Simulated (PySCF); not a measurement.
# I6Tc ([TcI6]2-): the cost of one run

Computed with PySCF 2.14.0 and routines of our own; the level stands in each step. Atoms count from 0.

## Step 1: The starting structure

7 atoms, charge -2, states of the metal's open shell are computed; geometry from: model start, shaken.

## Step 2: Optimising the geometry at PBE0-D3(BJ)/def2-SVP

The job: settings as JSON, then the geometry in Å.

```
{"job": {"xc": "PBE0", "basis": "def2-SVP", "d3": "d3bj", "grid": 1, "maxiter": 45, "solvent": "water", "kind": "geom"}, "charge": -2, "metal": "Tc", "open_shell": "d3"}
Tc     0.000020     0.004480    -0.004110
I     -0.013360    -0.006820     2.690130
I      0.000900     0.020100    -2.712380
I      2.695690     0.007350     0.005350
I     -2.703420    -0.013960    -0.000440
I      0.010430     2.684840    -0.006860
I     -0.028520    -2.724340    -0.027630
```

The run is started by

```sh
OMP_NUM_THREADS=1 python lf_run.py task.json out
```

The driver reads the jobs from task.json and runs them one after another.

Q: Estimate the wall time and peak memory of this first job on 1 thread of Arm Neoverse V1, shared host.

About 9.9 min, with a peak of 1.4 GiB.
